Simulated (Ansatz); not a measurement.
# H₄InNOS: one species, many methods

Aim: compute H₄InNOS with functionals from several rungs and with coupled cluster. The yardstick is the atomisation energy at the CCSD(T) limit.

Method: functionals in def2-TZVPP, the program's frozen cores in correlated methods; program: Ansatz 0.2.0, Gaussian basis.

Plan: LDA (SPW92), PBE-D4, revPBE-D4, BLYP-D4, r2SCAN-D4, B97M-V, PBE0-D4, B3LYP-D4, r2SCANh-D4, r2SCAN0-D4, HSE06-D4, BHLYP-D4, CAM-B3LYP-D4, LC-ωPBE, ωB97X-V, ωB97M-V, B2PLYP, PBE-QIDH; CCSD(T)/def2-SVP; CCSD(T)/def2-TZVPP; MP2/def2-QZVPP; extrapolation to the limit; RPA on PBE.

### 1 The relaxed structure

All runs share one geometry, relaxed beforehand with PBE0-D4 in a triple-zeta def2 set. In takes the def2 core potential; no spin-orbit term is included.

8 atoms, charge 0, spin multiplicity 1.

Atoms are counted from 1 here; the program's logs count them from 0.

Bond lengths: N1–In2 2.012 Å, N1–H5 1.010 Å, N1–H6 1.011 Å, In2–O3 1.981 Å, In2–S4 2.379 Å, O3–H7 0.960 Å, S4–H8 1.344 Å. Angles: In2–N1–H5 116.5°, In2–N1–H6 114.7°, H5–N1–H6 109.0°, N1–In2–O3 115.3°, N1–In2–S4 125.8°, O3–In2–S4 118.7°, In2–O3–H7 113.4°, In2–S4–H8 93.4°.

### 2 LDA

This LDA is Slater exchange with PW92 correlation.

The input, in.yaml:

```yaml
crystal:
  periodic: [false, false, false]
  atoms:
    - {symbol: N, position_ang: [-0.662834, 1.447738, -0.601598]}
    - {symbol: In, position_ang: [0.223543, -0.169714, 0.201156]}
    - {symbol: O, position_ang: [1.910103, 0.187730, 1.176274]}
    - {symbol: S, position_ang: [-0.674918, -2.371904, 0.241972]}
    - {symbol: H, position_ang: [-1.239740, 1.288091, -1.414947]}
    - {symbol: H, position_ang: [-0.039778, 2.221862, -0.787461]}
    - {symbol: H, position_ang: [2.259975, -0.583744, 1.627060]}
    - {symbol: H, position_ang: [-1.776351, -2.020050, -0.442466]}
basis:
  gaussian: {orbitals: def2-TZVPP}
hamiltonian: {xc: lda}
output: {orbitals: {seedname: orbitals}}
```

On the command line:

```bash
> ansatz run in.yaml --threads 4 --pin off --events-out ev --progress --plain --max-ram 10444MiB
```

The runs that follow: PBE-D4 (GGA); revPBE-D4 (GGA); BLYP-D4 (GGA); r2SCAN-D4 (meta-GGA); B97M-V (meta-GGA); PBE0-D4 (hybrid); B3LYP-D4 (hybrid); r2SCANh-D4 (hybrid); r2SCAN0-D4 (hybrid); HSE06-D4 (hybrid); BHLYP-D4 (hybrid); CAM-B3LYP-D4 (range-separated); LC-ωPBE (range-separated); ωB97X-V (range-separated); ωB97M-V (range-separated); B2PLYP (double hybrid); PBE-QIDH (double hybrid); CCSD(T) in def2-SVP; CCSD(T) in def2-TZVPP; MP2 in def2-QZVPP; RPA on PBE orbitals.

**Question.** What will the summary of the whole plan be? Wanted: atomisation energy, CCSD(T)/CBS; farthest beyond LDA; mean size of error, GGA; mean size of error, meta-GGA; mean size of error, hybrid; mean size of error, range-separated; mean size of error, double hybrid; gap, smallest and largest; T1 diagnostic.

The runs gave:

```
                               quantity                                  value
        atomisation energy, CCSD(T)/CBS                              25.352 eV
    functionals within 0.254 eV (1.0 %)               PBE-D4, ωB97X-V, ωB97M-V
                    farthest beyond LDA                   BHLYP-D4 (-1.588 eV)
                mean size of error, GGA                               0.407 eV
           mean size of error, meta-GGA                               0.310 eV
             mean size of error, hybrid                               0.819 eV
    mean size of error, range-separated                               0.249 eV
      mean size of error, double hybrid                               0.742 eV
              gap, smallest and largest  3.71 eV (BLYP-D4), 11.03 eV (LC-ωPBE)
                          T1 diagnostic                                 0.0152
triples share of the correlation energy                                  3.7 %
```

What this shows: The LDA atomisation energy is off by 3.958 eV (16 %): it overbinds. PBE-D4 misses by +0.197 eV. Double hybrids carry the basis error of their MP2 part in triple zeta, and no dispersion term here, so their miss is partly the set-up's. By mean error the best rung here is range-separated (0.249 eV) and the worst beyond LDA is hybrid (0.819 eV). The gap between the best rungs is small, so their order is not settled. The mean of the hybrids holds BHLYP, with half exact exchange. The reference freezes the cores and leaves out spin-orbit coupling and excitations past (T), and its outer-core shells are covered unevenly, so misses under about 0.254 eV can't be ranked. All levels share the lack of spin-orbit coupling, which lowers the free heavy atoms and so the true binding. Hartree-Fock recovers 63 % of the binding; the rest is correlation. CCSD(T) in def2-SVP is off by -2.726 eV, which most functionals beat. The gap grows from 3.7 to 11.0 eV across the functionals, mostly with the share of exact exchange. Correlated methods include outer-core shells of In, which these sets cover unevenly.
